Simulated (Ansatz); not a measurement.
# BGeH₃ (triplet): from Hartree-Fock to the top rungs, cc-pVTZ

One table from this session's results is given with a row withheld; the runs are named, their logs left out.

Method: cc-pVTZ, core rule «outside noble gas», up to 15 orbitals frozen; program: Ansatz 0.2.0, Gaussian basis.

To be run: UHF; CCSD(T) on ROHF; CCSD(T) on UHF; BCCD(T) on ROHF; CCSDT(Q) on ROHF; CCSDT(Q) on UHF; CASSCF and NEVPT2, 10 electrons in 11 orbitals.

4 further runs of the same task are left out: 4 set aside as unsound or not needed.

## What is computed

The geometry is a PBE0/def2-TZVP stationary point (not a proven minimum) of the parent state, kept for this charge and spin. No spin-orbit coupling is included. The filled d shell of Ge may be among the frozen orbitals whatever the setting's name suggests; the logs give the count.

5 atoms, charge 0, spin multiplicity 3.

Atoms are counted from 1 here; the program's logs count them from 0.

Bond lengths: Ge1–B2 1.888 Å, Ge1–H3 1.530 Å, Ge1–H4 1.530 Å, B2–H5 1.183 Å. Angles: B2–Ge1–H3 116.3°, B2–Ge1–H4 116.3°, H3–Ge1–H4 113.1°, Ge1–B2–H5 159.5°.

The first run:

Contents of in.yaml:

```yaml
crystal:
  periodic: [false, false, false]
  atoms:
    - {symbol: Ge, position_ang: [-0.028829, 0.000000, 0.253578]}
    - {symbol: B, position_ang: [0.133521, -0.000001, -1.626959]}
    - {symbol: H, position_ang: [0.414348, 1.276988, 0.971352]}
    - {symbol: H, position_ang: [0.414348, -1.276987, 0.971353]}
    - {symbol: H, position_ang: [-0.183192, -0.000001, -2.767032]}
basis:
  gaussian: {orbitals: cc-pVTZ}
magnetization: {spin_polarized: true, initial_magnetization: 2}
hamiltonian: {xc: hf}
output: {orbitals: {seedname: orbitals}}
```

The run is started by

```
$ ansatz run in.yaml --threads 1 --pin off --events-out ev --progress --plain --max-ram 4096MiB --backend cpu
```

Steps of the session up to this table: UHF; CCSD(T) on ROHF; CCSD(T) on UHF; BCCD(T) on ROHF; CCSDT(Q) on ROHF; CCSDT(Q) on UHF; CASSCF and NEVPT2, 10 electrons in 11 orbitals.

One table of the session follows, with a row left open; its other results are not shown here.

It belongs to the step «Misses and costs». 

| method | from UCCSDT(Q) (kJ/mol) |
| --- | --- |
| ROHF | +601.4 |
| UHF | ? |
| RMP2 | +113.9 |
| UMP2 | +116.5 |
| RCCSD | +23.9 |
| UCCSD | +23.2 |
| RCCSD(T) | +4.4 |
| UCCSD(T) | +4.2 |
| BCCD(T) | +4.3 |
| RCCSDT | +1.1 |
| UCCSDT | +0.8 |
| RCCSDT(Q) | +0.4 |
| UCCSDT(Q) | 0 |
| CASSCF valence | +402.7 |
| NEVPT2 valence | +100.7 |

**Question.** Estimate the row for UHF.

As computed: from UCCSDT(Q) (kJ/mol): +585.1. In the column «from UCCSDT(Q) (kJ/mol)» it lies between CASSCF valence (+402.7) and ROHF (+601.4).

Limits of these values: Restricted and unrestricted rows rest on different reference determinants; where their highest levels disagree by more than a few hundredths of an eV, they describe different states and don't form one ladder.
